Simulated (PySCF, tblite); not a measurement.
# C4H11NOSi3: geometry, infrared bands and NMR shifts

Wanted: the infrared bands and NMR shifts of C4H11NOSi3 (`CO[C@@H]1C[Si@H](C#N)[SiH2][SiH2]1`), by calculation.

The runs use tblite 0.8.0 and PySCF 2.14.0, with density-fitted response routines of our own; the level of theory stands in each step. All values are computed, except where a source is named. Atoms are numbered from 0 throughout.

**1. The molecule as given**

20 atoms, charge 0, multiplicity 1; geometry from: force field or distance geometry start.

Bonds of the start (Å): C0–O1 1.41, O1–C2 1.44, C2–C3 1.54, C3–Si4 1.91, Si4–C5 1.87, C5–N6 1.16, Si4–Si7 2.33, Si7–Si8 2.33, Si8–C2 1.93, C0–H9 1.09, C0–H10 1.10, C0–H11 1.10, C2–H12 1.11, C3–H13 1.09, C3–H14 1.10, Si4–H15 1.49, Si7–H16 1.49, Si7–H17 1.48, Si8–H18 1.49, Si8–H19 1.49.

**2. Relaxing the molecule with GFN2-xTB**

Job settings and geometry (Å):

```
{"job": {"kind": "relax", "xc": "GFN2-xTB", "basis": "xTB"}, "charge": 0, "multiplicity": 1}
C     -2.597500    -0.797100    -0.657000
O     -1.188100    -0.734900    -0.639600
C     -0.653400     0.594800    -0.516700
C      0.693900     0.604800    -1.272600
Si     2.052700    -0.326000    -0.303800
C      1.935500    -2.181400    -0.473500
N      1.901900    -3.333900    -0.573100
Si     1.551300     0.228000     1.904600
Si    -0.438900     1.267500     1.275500
H     -2.909900    -1.844600    -0.721300
H     -3.034400    -0.372700     0.256200
H     -2.994200    -0.267700    -1.531200
H     -1.338400     1.287000    -1.041900
H      0.590800     0.130600    -2.253200
H      1.031700     1.637200    -1.419300
H      3.389200     0.214100    -0.682400
H      1.330400    -0.959500     2.777900
H      2.509700     1.191500     2.486200
H     -1.600100     0.926700     2.152500
H     -0.237300     2.746100     1.229700
```

Run with:

```bash
$ OMP_NUM_THREADS=1 python probes_run.py task.json out
```

This one command runs all jobs of the session in turn.

**Question.** This job is followed by: GFN2-xTB harmonic vibrations, gas phase; GIAO PBE0/pcSseg-1 NMR shielding, non-relativistic, gas phase. What will the session give for the following? strongest single infrared mode (GFN2-xTB); zero-point energy (GFN2-xTB); ¹³C shifts against TMS (PBE0/pcSseg-1); ¹H shifts against TMS (PBE0/pcSseg-1, means over atoms taken as alike); ¹⁷O shifts against H2O (PBE0/pcSseg-1); ²⁹Si shifts against TMS (PBE0/pcSseg-1); ¹⁵N shifts against NH3 (PBE0/pcSseg-1); surface potential, 1st and 99th percentile.

**Answer**, as computed:

| quantity | value |
| --- | --- |
| strongest single infrared mode (GFN2-xTB) | 2166 cm⁻¹, 385 km/mol |
| zero-point energy (GFN2-xTB) | 84.8 kcal/mol |
| ¹³C shifts against TMS (PBE0/pcSseg-1) | 127.3, 74.9, 59.5, 19.1 ppm |
| ¹H shifts against TMS (PBE0/pcSseg-1, means over atoms taken as alike) | 4.58, 4.10, 3.99, 3.90, 3.83, 3.63, 3.41, 2.61, 0.61 ppm |
| ¹⁷O shifts against H2O (PBE0/pcSseg-1) | 43.4 ppm |
| ²⁹Si shifts against TMS (PBE0/pcSseg-1) | -62.9, -64.1, -116.6 ppm |
| ¹⁵N shifts against NH3 (PBE0/pcSseg-1) | 361.6 ppm |
| surface potential, 1st and 99th percentile | -1.77 V and 1.43 V |

In words: The optimisation took 179 steps and gained 0.451 eV; among the close pairs (by a distance rule), Si8–H18 changed most, from 1.495 to 1.463 Å. No mode is imaginary among the 54: a minimum at this level. The strongest single mode, at 2166 cm⁻¹, moves mainly H19. GFN2-xTB is a fitted tight-binding method: band positions and strengths are rough. Its intensities can rank the bands wrongly. At PBE0/pcSseg-1: Shielding is most anisotropic at N6 (span 581 ppm, paramagnetic term -433 ppm). At PBE0/pcSseg-1, counted by nearest atom on the grid, the HOMO lies on O1 46 %; C2 12 %, the LUMO on Si4 17 %; Si7, Si8 about 12 % each.
